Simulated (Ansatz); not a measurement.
# Al2GaBi3: the cost of one run

Computed with Ansatz 0.2.0 (DFT PBEsol, scalar-relativistic, plane waves, PAW, unless a step's input says otherwise).

1 further run of the same task is left out (set aside as unsound or not needed). Runs told in other sessions of the task aren't counted.

### 1 Starting point

Symmetry: Cm, No. 8, monoclinic system. The conventional cell has a = 11.486 Å, b = 3.136 Å, c = 7.422 Å, α = 90.00°, β = 104.79°, γ = 90.00°. Around Al (site symmetry m) lie 4 N at 1.89 to 1.91 Å. Al (site symmetry m) is surrounded by 4 N at 1.89 to 1.90 Å. Around Al (site symmetry m) lie 4 N at 1.90 to 1.91 Å. Al (site symmetry m) has 4 N at 1.90 Å in its first shell of neighbours. Ga (site symmetry m) has 4 N at 1.93 to 1.96 Å in its first shell of neighbours. N (site symmetry m) is surrounded by 3 Al at 1.90 Å and 1 Ga at 1.96 Å. Only part of the 12 independent sites is listed.

Coordinates:

```
Al Ga N
1.0
     5.74321   -1.56788    0.00091
     5.74321    1.56788    0.00091
    -1.89621    0.00000    7.17535
Al Ga N
4 2 6
Cartesian
  10.1075 0.0000 2.7946
  8.7378 0.0000 5.5747
  1.7202 0.0000 3.1899
  6.1497 0.0000 0.8120
  3.0734 0.0000 0.4140
  5.6340 0.0000 5.1802
  1.3447 0.0000 1.3277
  3.9160 0.0000 6.1175
  8.4230 0.0000 3.6972
  7.0704 0.0000 6.4716
  0.0238 0.0000 4.0521
  4.4900 0.0000 1.7443
```

It goes back to an entry of the Materials Project, which need not be the stable form.

This cell was relaxed beforehand with the same method: volume 10.77 Å³/atom, gap on the mesh 3.26 eV.

### 2 N → Bi: the starting cell

The start of Al2GaBi3: fractional positions of relaxed Al2GaN3, cell scaled by 1.247, a guess from tabulated radii.

### 3 Quick check of gap, pressure and forces (Al2GaBi3)

input.yaml

```yaml
crystal:
  lattice:
    - [7.1617557802, -1.9551362814, 0.0011367453]
    - [7.1617557802, 1.9551362814, 0.0011367453]
    - [-2.3645690452, 0.0, 8.9476279365]
  atoms:
    - { symbol: Al, position: [0.9442094829, 0.9442094829, 0.3892317942] }
    - { symbol: Al, position: [0.8889313905, 0.8889313905, 0.7767015036] }
    - { symbol: Al, position: [0.223141811, 0.223141811, 0.4445132117] }
    - { symbol: Al, position: [0.5540491763, 0.5540491763, 0.1130296846] }
    - { symbol: Ga, position: [0.2770821302, 0.2770821302, 0.0576223522] }
    - { symbol: Ga, position: [0.6096504598, 0.6096504598, 0.7217877031] }
    - { symbol: Bi, position: [0.1476133206, 0.1476133206, 0.1850004133] }
    - { symbol: Bi, position: [0.4816489578, 0.4816489578, 0.8524466906] }
    - { symbol: Bi, position: [0.8183309532, 0.8183309532, 0.5150587638] }
    - { symbol: Bi, position: [0.7644028747, 0.7644028747, 0.9017209733] }
    - { symbol: Bi, position: [0.0952971031, 0.0952971031, 0.5647077552] }
    - { symbol: Bi, position: [0.43100734, 0.43100734, 0.2429801442] }
basis:
  ecutwfc: 420
kpoints:
  mp_grid: { grid: [6, 6, 2] }
hamiltonian:
  xc: pbesol
scf:
  occupations: { method: gaussian, width: 0.1 }
output:
  forces: true
  stress: true
  eigenvalues: true
```

Launch:

```bash
$ ansatz run input.yaml --threads 2 --pin off --max-ram 5120MiB --backend cpu --events-out ev --progress --plain --runs-dir out
```

**Question.** How long does this run take on 2 threads of Arm Neoverse V2, shared host, and how much memory does it need?

About 28 s, with a peak of 0.75 GiB.
